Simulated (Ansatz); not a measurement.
# AlBrFH3: the cost of one run

Program: Ansatz 0.2.0. Level of theory: RKS PBE-D4/def2-SVP. These are calculated values, not measurements.

### 1 Starting point

Bond lengths: Al1–F2 2.040 Å, Al1–H3 1.560 Å, Al1–H4 1.560 Å, Al1–Br5 2.710 Å, Br5–H6 1.786 Å. Angles: F2–Al1–H3 120.0°, F2–Al1–H4 120.0°, F2–Al1–Br5 71.6°, H3–Al1–H4 120.0°, H3–Al1–Br5 97.0°, H4–Al1–Br5 101.2°, Al1–Br5–H6 57.6°.

Structure file:

```xyz
6

Al    0.0000    0.0000    0.0000
F     0.0000    0.0000    2.0400
H     1.3510    0.0000   -0.7800
H    -1.3510    0.0000   -0.7800
Br    0.1133   -2.5693    0.8545
H     0.0524   -1.1881    1.9844
```

### 2 Pulling towards end A

Springs on the bonds that form and break draw the guess towards this end; the thresholds are loose.

Input file input.yaml:

```yaml
crystal:
  periodic: [false, false, false]
  atoms:
    - { symbol: Al, position_ang: [0.0, 0.0, 0.0] }
    - { symbol: F, position_ang: [0.0, 0.0, 2.04] }
    - { symbol: H, position_ang: [1.351, 0.0, -0.78] }
    - { symbol: H, position_ang: [-1.351, 0.0, -0.78] }
    - { symbol: Br, position_ang: [0.1133, -2.5693, 0.8545] }
    - { symbol: H, position_ang: [0.0524, -1.1881, 1.9844] }
basis:
  gaussian: { orbitals: def2-SVP }
hamiltonian:
  xc: pbe
  dispersion: d4
relax:
  f_tol: 0.15
  max_steps: 25
  restrain:
    - { distance: [0, 4], at: 3.61, k: 30.0 }
    - { distance: [5, 1], at: 2.12, k: 30.0 }
    - { distance: [0, 1], at: 1.69, k: 30.0 }
    - { distance: [5, 4], at: 1.55, k: 30.0 }
```

Run with:

```
ansatz run input.yaml --threads 1 --pin off --max-ram 2048MiB --backend cpu --events-out ev --progress --plain --runs-dir out
```

What time and memory should one allow on 1 thread of AMD EPYC 9B45 (Zen 5), shared host?

About 5.1 s, with a peak of 0.16 GiB.
